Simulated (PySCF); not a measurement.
# H6Ta (Ta(H)6-): the cost of one run

Computed with PySCF 2.14.0. Level: r2SCAN, Ta def2-SVP with ECP60, H def2-SVP; scalar-relativistic core potentials, no spin–orbit coupling.

3 further runs of the same task are left out: 2 for a known fault of the program, 1 set aside as unsound or not needed.

### Step 1. The system as given

7 atoms, charge -1, spin multiplicity 1.

Bond lengths: Ta1–H2 1.836 Å, Ta1–H3 1.836 Å, Ta1–H4 1.836 Å, Ta1–H5 1.783 Å, Ta1–H6 1.783 Å, Ta1–H7 1.783 Å. Angles: H2–Ta1–H3 104.6°, H2–Ta1–H4 104.6°, H2–Ta1–H5 73.2°, H2–Ta1–H6 127.3°, H2–Ta1–H7 127.3°, H3–Ta1–H4 104.6°, H3–Ta1–H5 127.3°, H3–Ta1–H6 73.2°, H3–Ta1–H7 127.3°, H4–Ta1–H5 127.3°, H4–Ta1–H6 127.3°, H4–Ta1–H7 73.2°, H5–Ta1–H6 69.0°, H5–Ta1–H7 69.0°, H6–Ta1–H7 69.0°.

Coordinates:

```xyz
7
H6Ta
Ta    0.0000    0.0000    0.0997
H     1.6771    0.0000    0.8472
H    -0.8386    1.4524    0.8472
H    -0.8386   -1.4524    0.8472
H     1.1662    0.0000   -1.2492
H    -0.5831    1.0100   -1.2492
H    -0.5831   -1.0100   -1.2492
```

Formal oxidation states: Ta +5. An earlier session relaxed this geometry at r2SCAN, Ta def2-SVP with ECP60, H def2-SVP (singlet, point group C3v).

Its energy there is -60.550073 Eh.

### Step 2. Atoms moved at random, σ = 0.06 Å

Input file run.py (the lines that set the calculation):

```python
mol = gto.M(atom='''
Ta    -0.02729     0.04836     0.11222
H      1.70923    -0.03646     0.82629
H     -0.88837     1.55839     0.85808
H     -0.81188    -1.47088     0.90033
H      1.11420     0.00013    -1.25744
H     -0.55553     0.95351    -1.24161
H     -0.54036    -1.05306    -1.30411''',
    basis={'Ta': 'def2-SVP', 'H': 'def2-SVP'},
    ecp={'Ta': 'def2-SVP'},
    charge=-1, spin=0)
mf = dft.RKS(mol, xc='R2SCAN')
mf.grids.atom_grid = (50, 194)
mf = mf.density_fit()  # fitting sets: Ta def2-universal-JKFIT, H def2-universal-JKFIT
mf.conv_tol = 1e-08; mf.max_cycle = 55
mf.kernel(dm0)  # dm0: the density of the relaxed state
```

Started as:

```console
$ OMP_NUM_THREADS=2 python run.py
```

**Question.** How long does this run take on 2 threads of Arm Neoverse V1, shared host?

About 1.9 s.
